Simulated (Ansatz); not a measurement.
# GaB (triplet): wave-function methods side by side, aug-cc-pVDZ

One table from this session's results is given with a row withheld; the runs are named, their logs left out.

Program: Ansatz 0.2.0, Gaussian basis. Level of theory: aug-cc-pVDZ, core rule «outside noble gas», up to 15 orbitals frozen. These are calculated values, not measurements.

To be run: UHF; CCSD(T) on ROHF; CCSD(T) on UHF; BCCD(T) on ROHF; CISD as a restricted active space (open shells left free, so some higher excitations enter); CCSDT(Q) on ROHF; CCSDT(Q) on UHF; CASSCF and MRCISD+Q, 6 electrons in 8 orbitals; CASSCF and NEVPT2, 6 electrons in 8 orbitals.

13 further runs of the same task are left out: 1 for a known fault of the program, 5 that didn't finish, 7 set aside as unsound or not needed. Runs told in other sessions of the task aren't counted.

### What is computed

The geometry is a PBE0/def2-TZVP stationary point (not a proven minimum) of the parent state, kept for this charge and spin. No spin-orbit coupling is included. The filled d shell of Ga may be among the frozen orbitals whatever the setting's name suggests.

2 atoms, charge 0, spin multiplicity 3.

Atoms are counted from 1 here; the program's logs count them from 0.

No contacts short enough for the rule that draws bonds.

Coordinates:

```xyz
2
BGa
B     0.00000    0.00000    0.00000
Ga    0.00000    0.00000    2.77280
```

The first run:

Input file in.yaml:

```yaml
crystal:
  periodic: [false, false, false]
  atoms:
    - {symbol: B, position_ang: [0.000000, 0.000000, 0.000000]}
    - {symbol: Ga, position_ang: [0.000000, 0.000000, 2.772800]}
basis:
  gaussian: {orbitals: aug-cc-pVDZ}
magnetization: {spin_polarized: true, initial_magnetization: 2}
hamiltonian: {xc: hf}
output: {orbitals: {seedname: orbitals}}
```

The run is started by

```console
$ ansatz run in.yaml --threads 1 --pin off --events-out ev --progress --plain --max-ram 2393MiB
```

Steps of the session up to this table: UHF; CCSD(T) on ROHF; CCSD(T) on UHF; BCCD(T) on ROHF; CISD as a restricted active space (open shells left free, so some higher excitations enter); CCSDT(Q) on ROHF; CCSDT(Q) on UHF; CASSCF and MRCISD+Q, 6 electrons in 8 orbitals; CASSCF and NEVPT2, 6 electrons in 8 orbitals.

One of the session's tables, all rows but one given; the rest of the session is left out.

| method | from RCCSDT(Q) (meV) |
| --- | --- |
| ROHF | +3589.7 |
| UHF | +3416.5 |
| RMP2 | +1158.1 |
| UMP2 | ? |
| CISD | +384.7 |
| RCCSD | +215.9 |
| UCCSD | +209.5 |
| RCCSD(T) | +68.9 |
| UCCSD(T) | +72.4 |
| BCCD(T) | +65.8 |
| RCCSDT | +9.8 |
| UCCSDT | +8.1 |
| RCCSDT(Q) | 0 |
| UCCSDT(Q) | -2.5 |
| CASSCF valence | +1765.5 |
| NEVPT2 valence | +459.7 |
| MRCISD valence | +84.3 |
| MRCISD+Q valence | -16.1 |

**Question.** Estimate the row for UMP2.

**Answer.** from RCCSDT(Q) (meV): +1212.9. In the column «from RCCSDT(Q) (meV)» it lies between RMP2 (+1158.1) and CASSCF valence (+1765.5).

Limits of these values: Restricted and unrestricted rows rest on different reference determinants; a gap between their highest levels can come from leftover correlation error, from unlike frozen cores or from another state.
